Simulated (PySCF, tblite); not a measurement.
**C5H8FGe radical: geometry, infrared bands and EPR parameters**

What infrared bands and EPR parameters should C5H8FGe radical (`FCC1=C[CH][GeH2][CH2]1`) show?

Computed with tblite 0.8.0 and PySCF 2.14.0, with density-fitted response routines of our own, on a single molecule in the gas phase. Atoms count from 0, in the outputs and in this text.

### Step 1. The molecule as given

15 atoms, charge 0, multiplicity 2; geometry from: force field or distance geometry start.

Bonds of the start (Å): F0–C1 1.35, C1–C2 1.53, C2–C3 1.28, C3–C4 1.48, C4–Ge5 1.98, Ge5–C6 1.96, C6–C2 1.48, C1–H7 1.10, C1–H8 1.11, C3–H9 1.13, C4–H10 1.10, Ge5–H11 1.52, Ge5–H12 1.54, C6–H13 1.11, C6–H14 1.10.

### Step 2. Geometry optimisation with GFN2-xTB

Job settings and geometry (Å):

```
{"job": {"kind": "relax", "xc": "GFN2-xTB", "basis": "xTB"}, "charge": 0, "multiplicity": 2}
F      2.489900     1.319000     0.913400
C      2.065500     0.193600     0.300200
C      0.575500     0.196500    -0.037500
C     -0.177400     1.199400     0.218800
C     -1.618100     1.182100    -0.109100
Ge    -1.848700    -0.779400    -0.170900
C      0.018600    -0.998000    -0.716100
H      2.607900     0.088400    -0.654300
H      2.258800    -0.718200     0.907200
H      0.219700     2.121100     0.742700
H     -2.197100     1.628600     0.718100
H     -2.849800    -1.238300    -1.216300
H     -2.062900    -1.339700     1.249700
H      0.461900    -1.948100    -0.352500
H      0.051700    -0.899100    -1.815400
```

Launch:

```
OMP_NUM_THREADS=1 python probes_run.py task.json out
```

This one command runs all jobs of the session in turn.

Output:

```text
step      E/eV     max force
  0    -579.83902    6.326
  1    -580.18334    3.242
  2    -580.36852    1.621
  3    -580.54072    1.679
  4    -580.63622    1.522
  5    -580.74285    0.757
  6    -580.77017    0.534
  7    -580.80894    0.526
  8    -580.82865    0.409
  9    -580.84306    0.324
 10    -580.85267    0.272
 11    -580.86192    0.255
 12    -580.87191    0.264
 13    -580.88183    0.270
 14    -580.88959    0.235
 15    -580.89430    0.180
 16    -580.89753    0.145
 17    -580.90058    0.144
 18    -580.90306    0.106
 19    -580.90477    0.102
 20    -580.90634    0.095
 21    -580.90823    0.141
 22    -580.91035    0.134
 23    -580.91201    0.083
 24    -580.91299    0.068
 25    -580.91370    0.059
 26    -580.91441    0.073
 27    -580.91516    0.066
 28    -580.91595    0.083
 29    -580.91687    0.099
 30    -580.91807    0.106
 31    -580.91949    0.103
 32    -580.92087    0.087
 33    -580.92214    0.110
 34    -580.92353    0.127
 35    -580.92548    0.143
 36    -580.92826    0.165
 37    -580.93164    0.153
 38    -580.93497    0.124
 39    -580.93765    0.120
 40    -580.93982    0.137
 41    -580.94206    0.119
 42    -580.94412    0.103
 43    -580.94551    0.082
 44    -580.94643    0.077
 45    -580.94734    0.084
 46    -580.94843    0.081
 47    -580.94965    0.090
 48    -580.95079    0.104
 49    -580.95175    0.115
 50    -580.95263    0.104
 51    -580.95351    0.077
 52    -580.95443    0.060
 53    -580.95501    0.063
 54    -580.95567    0.065
 55    -580.95622    0.067
 56    -580.95665    0.045
 57    -580.95706    0.053
 58    -580.95744    0.044
 59    -580.95777    0.044
 60    -580.95798    0.032
 61    -580.95813    0.033
 62    -580.95825    0.028
 63    -580.95834    0.025
 64    -580.95840    0.015
 65    -580.95844    0.017
 66    -580.95849    0.013
 67    -580.95853    0.015
 68    -580.95856    0.012
 69    -580.95858    0.009
```

It took 0.44 s on 1 thread of Arm Neoverse V1, shared host.

The steps of the relaxation: (not every step is listed)

| step | energy from step 0 (eV) | largest force (eV/Å) |
| --- | --- | --- |
| 0 | 0.0000 | 6.3255 |
| 1 | -0.3443 | 3.2417 |
| 2 | -0.5295 | 1.6210 |
| 3 | -0.7017 | 1.6790 |
| 4 | -0.7972 | 1.5225 |
| 5 | -0.9038 | 0.7572 |
| 6 | -0.9312 | 0.5342 |
| 7 | -0.9699 | 0.5259 |
| 8 | -0.9896 | 0.4088 |
| 13 | -1.0428 | 0.2705 |
| 18 | -1.0640 | 0.1060 |
| 23 | -1.0730 | 0.0825 |
| 28 | -1.0769 | 0.0832 |
| 33 | -1.0831 | 0.1105 |
| 38 | -1.0960 | 0.1243 |
| 43 | -1.1065 | 0.0820 |
| 48 | -1.1118 | 0.1043 |
| 53 | -1.1160 | 0.0629 |
| 58 | -1.1184 | 0.0444 |
| 63 | -1.1193 | 0.0250 |
| 64 | -1.1194 | 0.0146 |
| 65 | -1.1194 | 0.0171 |
| 66 | -1.1195 | 0.0135 |
| 67 | -1.1195 | 0.0150 |
| 68 | -1.1195 | 0.0121 |
| 69 | -1.1196 | 0.0094 |

Distances of close pairs at the start and the end, largest changes first:

| bond | before (Å) | after (Å) | change (Å) |
| --- | --- | --- | --- |
| C2–C3 | 1.280 | 1.378 | +0.098 |
| C3–C4 | 1.478 | 1.384 | -0.093 |
| C3–H9 | 1.132 | 1.081 | -0.051 |
| C4–Ge5 | 1.976 | 1.926 | -0.050 |
| C1–C2 | 1.528 | 1.489 | -0.038 |
| Ge5–H12 | 1.542 | 1.506 | -0.036 |
| Ge5–C6 | 1.958 | 1.989 | +0.031 |
| C4–H10 | 1.104 | 1.075 | -0.029 |

The end geometry stands in the next job.

### Step 3. Harmonic vibrations with GFN2-xTB

Job settings and geometry (Å):

```
{"job": {"kind": "ir", "xc": "GFN2-xTB", "basis": "xTB"}, "charge": 0, "multiplicity": 2}
F      2.570550     1.456050     0.553978
C      2.114314     0.262991     0.053994
C      0.627550     0.173398     0.058159
C     -0.199912     1.198475     0.461649
C     -1.570211     1.009116     0.408773
Ge    -1.945200    -0.760665    -0.253061
C      0.007250    -1.100458    -0.418435
H      2.514044     0.177991    -0.968098
H      2.565409    -0.529540     0.669529
H      0.230501     2.127290     0.809335
H     -2.251597     1.784034     0.711495
H     -2.695413    -0.843948    -1.556224
H     -2.649426    -1.692065     0.698125
H      0.352977    -1.938979     0.190530
H      0.324752    -1.315701    -1.441660
```

Output:

```text
mode    cm-1     km/mol
  1      41.5      7.07
  2      68.9      1.61
  3     188.0      4.95
  4     233.1      2.73
  5     286.1     10.23
  6     364.9      0.09
  7     433.0     44.72
  8     451.5      5.92
  9     517.2     21.86
 10     578.2     71.93
 11     603.8     18.16
 12     631.5     41.83
 13     655.9     31.67
 14     710.6     31.75
 15     721.0     45.80
 16     846.4    227.85
 17     869.1     24.64
 18     882.4      1.29
 19     929.5      3.56
 20    1036.7     78.58
 21    1073.3      8.87
 22    1083.8      0.46
 23    1131.5     15.63
 24    1197.0      2.60
 25    1228.3      6.18
 26    1246.7     17.89
 27    1317.6      2.54
 28    1361.8      5.25
 29    1416.6     12.52
 30    1425.7      8.80
 31    1481.3      2.78
 32    1931.9    299.78
 33    1972.4    504.07
 34    2855.2     26.47
 35    2884.3     36.25
 36    2920.5     35.79
 37    2950.4     33.11
 38    3070.6     23.11
 39    3105.7     27.64
```

Run time: 0.49 s. Hardware: 1 thread of Arm Neoverse V1, shared host.

Which atoms move in the most intense modes:

| cm⁻¹ | km/mol | atoms |
| --- | --- | --- |
| 433 | 44.7 | H11 24 %, H12 24 %, C2 14 %, C3 11 % |
| 578 | 71.9 | H12 25 %, H11 24 % |
| 632 | 41.8 | H10 74 %, C4 15 % |
| 721 | 45.8 | C6 29 %, H13 24 %, H14 23 % |
| 846 | 227.8 | H12 47 %, H11 46 % |
| 1037 | 78.6 | C1 46 %, F0 33 % |
| 1932 | 299.8 | H12 50 %, H11 49 % |
| 1972 | 504.1 | H11 50 %, H12 49 % |

### Step 4. EPR parameters: B3LYP/def2-TZVP-core+pcH-1

Settings changed since step 3:

```diff
@@ -1,2 +1,2 @@
-{"job": {"kind": "ir", "xc": "GFN2-xTB", "basis": "xTB"}, "charge": 0, "multiplicity": 2}
+{"job": {"kind": "epr", "basis": "pcH-1"}, "charge": 0, "multiplicity": 2}
 F      2.570550     1.456050     0.553978
```

Method: UKS B3LYP, def2-TZVP-core on Ge, pcH-1 on C F H, non-relativistic, mean-field spin-orbit, GIAO.

Output:

```text
UKS, coarse grid
  cycle   1  E = -2372.07740438  |g| = 1.38e+00
  cycle   2  E = -2371.96487754  |g| = 1.05e+00
  cycle   3  E = -2372.15797217  |g| = 4.15e-01
  cycle   4  E = -2372.20293531  |g| = 1.21e-01
  cycle   5  E = -2372.20924545  |g| = 2.44e-02
  cycle   6  E = -2372.20957063  |g| = 1.02e-02
  cycle   7  E = -2372.20962775  |g| = 2.88e-03
  cycle   8  E = -2372.20963445  |g| = 1.36e-03
  cycle   9  E = -2372.20963700  |g| = 5.88e-04
UKS, final grid
  cycle   1  E = -2372.20966360  |g| = 7.73e-04
  cycle   2  E = -2372.20966328  |g| = 1.15e-03
  cycle   3  E = -2372.20966388  |g| = 6.87e-05
  cycle   4  E = -2372.20966388  |g| = 5.47e-05
  cycle   5  E = -2372.20966388  |g| = 1.99e-05
E = -2372.20966388 Eh   <S^2> = 0.7731 (exact 0.7500)
g shifts (ppm)      1          2          3
  rmc          -140       -140       -140
  gc             28         -2         28
  oz_so        -784       -268        301
  total        -896       -411        188
hyperfine (MHz)  atom isotope    a_iso     a_fc   dipolar eigenvalues
    0   19F      -4.18      -4.19     -4.14     -3.37      7.50
    1   13C     -24.61     -24.61     -1.03     -0.27      1.31
    2   13C      55.26      55.32    -50.73    -49.38    100.11
    3   13C     -44.55     -44.57    -25.79     10.61     15.18
    4   13C      56.65      56.78    -49.19    -47.78     96.98
    5  73Ge      12.97      13.17     -0.90     -0.51      1.41
    6   13C     -19.17     -19.16     -0.77     -0.11      0.88
    7    1H      67.69      67.69     -3.17     -2.47      5.64
    8    1H      63.39      63.39     -3.05     -2.64      5.69
    9    1H      10.61      10.62     -4.82     -0.61      5.44
   10    1H     -39.38     -39.38    -24.24     -0.37     24.61
   11    1H      33.72      33.73     -1.79     -1.38      3.17
   12    1H      34.34      34.34     -1.79     -1.38      3.17
   13    1H      50.00      50.00     -3.41     -2.11      5.53
   14    1H      50.61      50.61     -3.38     -2.13      5.51
```

It took 3.6 min on 1 thread of Arm Neoverse V1, shared host; peak memory 1.3 GiB.

Principal g values 2.00142, 2.00191, 2.00251; g(iso) = 2.00195, against 2.00232 for a free electron.

Mean a(iso) over the nuclei that a row names, and the largest dipolar term of the row (other rows stand at the frozen geometry):

| nuclei | isotope | a(iso) (MHz) | a(iso) (G, at g = 2.0023) | largest dipolar term (MHz) |
| --- | --- | --- | --- | --- |
| H7, H8 | 1H | 65.5 | 23.4 | 5.7 |
| C4 | 13C | 56.6 | 20.2 | 97.0 |
| C2 | 13C | 55.3 | 19.7 | 100.1 |
| H13, H14 | 1H | 50.3 | 17.9 | 5.5 |
| C3 | 13C | -44.6 | -15.9 | -25.8 |
| H10 | 1H | -39.4 | -14.1 | 24.6 |
| H11, H12 | 1H | 34.0 | 12.1 | 3.2 |
| C1 | 13C | -24.6 | -8.8 | 1.3 |
| C6 | 13C | -19.2 | -6.8 | 0.9 |
| Ge5 | 73Ge | 13.0 | 4.6 | 1.4 |
| H9 | 1H | 10.6 | 3.8 | 5.4 |
| F0 | 19F | -4.2 | -1.5 | 7.5 |

Mulliken spin populations:

F0 0.00; C1 -0.05; C2 0.60; C3 -0.24; C4 0.65; Ge5 -0.03; C6 -0.05; H7 0.03; H8 0.03; H9 0.01; H10 -0.03; H11 0.02; H12 0.02; H13 0.02; H14 0.02

In first order the couplings over 0.8 MHz of 1H, 19F give 216 distinct lines over 126.3 G, if the averaged nuclei exchange fast; the same motion can average rows kept apart here too.

Orbitals, density, ELF and potential are computed afterwards from the orbital file.

ELF in a plane through or near 9 of the atoms.

Ten even steps from ' ' (0.00) to '@' (1.00):
```
                                                        
                                                        
                                    ..                  
                    ==####::      ##@@@@++..            
                  ..%%@@@@##    --@@@@@@%%==            
            ....    %%@@@@@@--..++@@@@@@%%--            
        ..--++**==  ++@@@@%%++**++##@@%%==..            
      ..==##****%%..  ==++**..@@--##++**::..            
      ..++%%++--##::::++%%%%++==++%%%%**--::            
        --==****==++%%::::++--  ::==......::..          
            --====::@@==..####++++..##==::::::..        
            ==****--====##%%--%%%%::****..::::..        
            ::--==..  ..==--====%%##::::----..          
                      ..--****====--::......            
                      ..::----::....                    
                                                        
                                                        
                                                        
                                                        
                                                        
```
The map spans 11.0 Å across and 9.9 Å up, centred on the molecule. Atoms in the plane (x, y in Å): F0 (-2.8, 1.0), C1 (-2.1, -0.2), C2 (-0.7, 0.1), C3 (-0.1, 1.3), C4 (1.3, 1.4), Ge5 (2.1, -0.4), C6 (0.2, -1.2), H9 (-0.7, 2.2), H10 (1.8, 2.3).

log10 of the density (e/Å³) in the same plane.

Values, 10 rows by 14 columns:
```
-4.0 -4.0 -4.0 -4.0 -4.0 -4.0 -4.0 -4.0 -4.0 -4.0 -4.0 -4.0 -4.0 -4.0
-4.0 -4.0 -4.0 -4.0 -4.0 -3.2 -2.9 -3.1 -2.8 -2.6 -3.1 -3.9 -4.0 -4.0
-4.0 -4.0 -3.9 -2.9 -2.7 -1.5 -1.0 -1.4 -1.3 -0.7 -1.6 -2.8 -4.0 -4.0
-4.0 -3.2 -1.6 -0.5 -0.7 -0.8  0.2  0.0  0.0  0.2 -1.1 -2.4 -3.7 -4.0
-4.0 -2.5 -0.8  0.9  0.3 -0.4  0.2  0.0 -0.1  0.0 -0.8 -1.7 -2.7 -3.7
-4.0 -3.2 -1.8 -0.4  1.6  0.2  0.4 -0.1 -0.3  1.9  0.3 -1.0 -2.2 -3.2
-4.0 -3.5 -2.4 -1.1 -0.7 -1.2 -0.4  1.3 -0.1 -0.4 -0.7 -1.3 -2.3 -3.3
-4.0 -4.0 -3.4 -2.6 -2.4 -2.0 -1.2 -0.7 -1.2 -1.8 -2.0 -2.4 -3.1 -4.0
-4.0 -4.0 -4.0 -4.0 -4.0 -3.1 -2.6 -2.4 -2.7 -3.2 -3.5 -3.7 -4.0 -4.0
-4.0 -4.0 -4.0 -4.0 -4.0 -4.0 -4.0 -4.0 -4.0 -4.0 -4.0 -4.0 -4.0 -4.0
```
The map spans 11.0 Å across and 9.9 Å up, centred on the molecule. Atoms in the plane (x, y in Å): F0 (-2.8, 1.0), C1 (-2.1, -0.2), C2 (-0.7, 0.1), C3 (-0.1, 1.3), C4 (1.3, 1.4), Ge5 (2.1, -0.4), C6 (0.2, -1.2), H9 (-0.7, 2.2), H10 (1.8, 2.3).

On the surface of density 0.002 e/bohr³ the electrostatic potential runs, from the 1st to the 99th percentile, from -0.99 V near F0 to 0.99 V near Ge5.

The spin density lies nearest to C2, C4 about 35 % each; C3 9 % (beta excess).

### Step 5. Summary of results

| quantity | value |
| --- | --- |
| strongest single infrared mode (GFN2-xTB) | 1972 cm⁻¹, 504 km/mol |
| zero-point energy (GFN2-xTB) | 66.8 kcal/mol |
| g(iso) (B3LYP) | 2.00195 |
| ⟨S²⟩ | 0.773 (exact 0.75) |
| largest a(iso) (averaged by class) | 1H on H7, H8, 65.5 MHz |
| potential on the surface of density 0.002 e/bohr³, 1st and 99th percentile | -0.99 V and 0.99 V |

In words: Relaxing lowered the energy by 1.120 eV in 69 steps; the close pair that moved most is C2–C3, from 1.280 to 1.378 Å. No mode is imaginary among the 39: a minimum at this level. The strongest single mode, at 1972 cm⁻¹, moves mainly H11 and H12. Unscaled tight-binding wavenumbers are off by several per cent, some by more. Its intensities can rank the bands wrongly. The largest spin populations lie on C4 (0.65 e), C2 (0.60 e). The isotropic g lies 0.4 ppt below the free-electron value. The hyperfine terms hold no scalar relativity, which the heavier nuclei need. The conformer search found further structures of the same energy, which may be mirror or relabelled copies of this one.
